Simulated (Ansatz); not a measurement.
This script for the Ansatz DFT code, driven from Python starts 8 runs on H5N2PSi, SMILES N[SiH]1NP1. What input does the engine get in each?

The script, `h5n2psi.py`:
```python
"""Stretching a bond of H5N2PSi, the rest held rigid."""

import ansatz as az
import numpy as np

GEOMETRY = """
N    -0.96470    1.12740    0.07400
Si    0.38970    0.46940    0.67410
N     0.53340   -0.58940   -0.61720
P     0.49730   -1.73930    0.57040
H    -1.72430    0.44030    0.04930
H    -0.83310    1.33080   -0.93100
H     1.61320    1.32140    0.50850
H     1.55470   -0.50590   -0.97140
H    -0.97770   -1.90090    0.62620
"""


def main() -> None:
    molecule = az.Crystal.molecule()
    for line in GEOMETRY.strip().splitlines():
        symbol, *xyz = line.split()
        molecule = molecule.atom(symbol, [float(v) for v in xyz])

    symbols = [site.symbol for site in molecule.cartesian_sites]
    start = np.array([site.position_ang for site in molecule.cartesian_sites])
    axis = (start[8] - start[3]) / np.linalg.norm(start[8] - start[3])
    moving = [8]
    lengths, energies = [1.26, 1.37, 1.48, 1.63, 1.86, 2.23, 2.67, 3.27], []
    for length in lengths:
        xyz = start.copy()
        xyz[moving] += (length - np.linalg.norm(start[8] - start[3])) * axis
        point = az.Crystal.molecule()
        for symbol, place in zip(symbols, xyz):
            point = point.atom(symbol, place.tolist())
        calc = (
            point.calculation()
            .basis(gaussian="cc-pVDZ")  # the orbital basis, by name
            .functional("hf")
            .spin("collinear")
        )
        summary = calc.run(threads=1).report
        energies.append(summary["free_energy_ev"])
        print(f"r = {length:6.3f} A  E = {energies[-1]:.5f} eV  <S^2> = {abs(summary['mean_field']['state']['spin_squared']):.3f}")

    print("energy above the lowest point (eV):", [round(e - min(energies), 3) for e in energies])


if __name__ == "__main__":
    main()
```

Run 1:
```yaml
crystal:
  periodic: [false, false, false]
  atoms:
    - { symbol: "N", position_ang: [-0.9647, 1.1274, 0.074] }
    - { symbol: Si, position_ang: [0.3897, 0.4694, 0.6741] }
    - { symbol: "N", position_ang: [0.5334, -0.5894, -0.6172] }
    - { symbol: P, position_ang: [0.4973, -1.7393, 0.5704] }
    - { symbol: H, position_ang: [-1.7243, 0.4403, 0.0493] }
    - { symbol: H, position_ang: [-0.8331, 1.3308, -0.931] }
    - { symbol: H, position_ang: [1.6132, 1.3214, 0.5085] }
    - { symbol: H, position_ang: [1.5547, -0.5059, -0.9714] }
    - { symbol: H, position_ang: [-0.7543206673197348, -1.8764267117551656, 0.617749446261994] }
basis:
  gaussian:
    orbitals: cc-pVDZ
hamiltonian:
  xc: hf
magnetization:
  spin_polarized: true
```

Run 2, against run 1:
```diff
-    - { symbol: H, position_ang: [-0.7543206673197348, -1.8764267117551656, 0.617749446261994] }
+    - { symbol: H, position_ang: [-0.8635891382762197, -1.8883980913528386, 0.6218831280785173] }
```

Run 3, against run 1:
```diff
-    - { symbol: H, position_ang: [-0.7543206673197348, -1.8764267117551656, 0.617749446261994] }
+    - { symbol: H, position_ang: [-0.9728576092327044, -1.900369470950512, 0.6260168098950406] }
```

Run 4, against run 1:
```diff
-    - { symbol: H, position_ang: [-0.7543206673197348, -1.8764267117551656, 0.617749446261994] }
+    - { symbol: H, position_ang: [-1.1218600696279108, -1.9166940794927936, 0.6316536487357541] }
```

Run 5, against run 1:
```diff
-    - { symbol: H, position_ang: [-0.7543206673197348, -1.8764267117551656, 0.617749446261994] }
+    - { symbol: H, position_ang: [-1.350330508900561, -1.941725145924292, 0.6402968016248483] }
```

Run 6, against run 1:
```diff
-    - { symbol: H, position_ang: [-0.7543206673197348, -1.8764267117551656, 0.617749446261994] }
+    - { symbol: H, position_ang: [-1.717869911208737, -1.9819925136619199, 0.6542010040986085] }
```

Run 7, against run 1:
```diff
-    - { symbol: H, position_ang: [-0.7543206673197348, -1.8764267117551656, 0.617749446261994] }
+    - { symbol: H, position_ang: [-2.154943795034676, -2.0298780320526126, 0.6707357313647015] }
```

Run 8, against run 1:
```diff
-    - { symbol: H, position_ang: [-0.7543206673197348, -1.8764267117551656, 0.617749446261994] }
+    - { symbol: H, position_ang: [-2.7509536366155025, -2.095176466221739, 0.6932830867275559] }
```

```console
$ python h5n2psi.py
r =  1.260 A  E = -20174.00360 eV  <S^2> = 0.000
r =  1.370 A  E = -20174.35534 eV  <S^2> = 0.000
r =  1.480 A  E = -20174.35958 eV  <S^2> = 0.000
r =  1.630 A  E = -20174.05304 eV  <S^2> = 0.000
r =  1.860 A  E = -20173.28691 eV  <S^2> = 0.000
r =  2.230 A  E = -20172.38847 eV  <S^2> = 0.719
r =  2.670 A  E = -20172.11954 eV  <S^2> = 1.031
r =  3.270 A  E = -20172.05613 eV  <S^2> = 1.135
energy above the lowest point (eV): [0.356, 0.004, 0.0, 0.307, 1.073, 1.971, 2.24, 2.303]
```

Total energies depend on the basis set; only differences at equal settings carry meaning. The rest of the molecule is held rigid at a force-field or estimated start geometry, and the basis set is modest; single-reference methods fail as a bond breaks. The expectation value of S² is noticeably off S(S+1) in at least one run, so that state is spin-contaminated. Hartree-Fock leaves correlation out, so bond, atomisation and ionisation energies come out well too low. Hardware and time: 44 s on 1 thread of Arm Neoverse V1, on a shared host, peak memory 0.31 GiB.
